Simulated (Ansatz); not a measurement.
# GeSO (triplet): wave-function methods side by side, cc-pVDZ

The task here is to estimate one member of a computed series from the others.

Program: Ansatz 0.2.0, Gaussian basis. Level of theory: cc-pVDZ, core rule «outside noble gas», up to 20 orbitals frozen. These are calculated values, not measurements.

The runs, in order: UHF; CCSD(T) on ROHF; CCSD(T) on UHF; BCCD(T) on ROHF; CISD; CCSDT(Q) on ROHF; CCSDT(Q) on UHF; CASSCF and MRCISD+Q, 12 electrons in 10 orbitals; CASSCF and NEVPT4(SD), 12 electrons in 10 orbitals; CASSCF and NEVPT2, 12 electrons in 10 orbitals.

20 further runs of the same task are left out: 4 for a known fault of the program, 6 that didn't finish, 10 set aside as unsound or not needed.

**What is computed**

The geometry is a PBE0/def2-TZVP stationary point (not a proven minimum) of the parent state, kept for this charge and spin. No spin-orbit coupling is included. The filled d shell of Ge may be among the frozen orbitals whatever the setting's name suggests; the logs give the count.

3 atoms, charge 0, spin multiplicity 3.

Atoms are counted from 1 here; the program's logs count them from 0.

Bond lengths: Ge1–S2 2.170 Å, Ge1–O3 1.808 Å, S2–O3 1.768 Å. Angles: S2–Ge1–O3 51.8°, Ge1–S2–O3 53.5°, Ge1–O3–S2 74.7°.

As a file:

```
atom   x (Å)    y (Å)    z (Å)
 Ge1  0.0000   0.1142   0.7400
  S2  0.0000   0.3332  -1.4192
  O3  0.0000  -1.1862  -0.5155
```

Set-up of the first run:

in.yaml

```yaml
crystal:
  periodic: [false, false, false]
  atoms:
    - {symbol: Ge, position_ang: [0.000000, 0.114171, 0.740003]}
    - {symbol: S, position_ang: [0.000000, 0.333240, -1.419196]}
    - {symbol: O, position_ang: [0.000000, -1.186217, -0.515475]}
basis:
  gaussian: {orbitals: cc-pVDZ}
magnetization: {spin_polarized: true, initial_magnetization: 2}
hamiltonian: {xc: hf}
output: {orbitals: {seedname: orbitals}}
```

Command:

```console
> ansatz run in.yaml --threads 1 --pin off --events-out ev --progress --plain --max-ram 2393MiB
```

Among the steps run: UHF; CCSD(T) on ROHF; CCSD(T) on UHF; BCCD(T) on ROHF; CISD; CCSDT(Q) on ROHF; CCSDT(Q) on UHF; CASSCF and MRCISD+Q, 12 electrons in 10 orbitals; CASSCF and NEVPT4(SD), 12 electrons in 10 orbitals; CASSCF and NEVPT2, 12 electrons in 10 orbitals.

One table of the session follows, with a row left open; its other results are not shown here.

| method | from RCCSDT(Q) (kcal/mol) |
| --- | --- |
| ROHF | +266.08 |
| UHF | +259.79 |
| RMP2 | +24.66 |
| UMP2 | +24.92 |
| RCCSD | ? |
| UCCSD | +11.98 |
| RCCSD(T) | +1.91 |
| UCCSD(T) | +1.86 |
| BCCD(T) | +1.79 |
| RCCSDT | +1.33 |
| UCCSDT | +1.26 |
| RCCSDT(Q) | 0 |
| UCCSDT(Q) | -0.24 |
| CASSCF valence | +196.30 |
| NEVPT2 valence | +32.74 |
| NEVPT4(SD) valence | +3.75 |
| MRCISD valence | +21.46 |
| MRCISD+Q valence | +2.86 |

Q: Estimate the row for RCCSD from the others.

**Answer.** from RCCSDT(Q) (kcal/mol): +12.24. In the column «from RCCSDT(Q) (kcal/mol)» it lies between UCCSD (+11.98) and MRCISD valence (+21.46).

Not comparable, so not listed: CISD (they don't share determinant, frozen orbitals or solution with the rows shown, or repeat one).

Caveats from the session: Restricted and unrestricted rows rest on different reference determinants; where their highest levels disagree by more than a few hundredths of an eV, they describe different states and don't form one ladder.
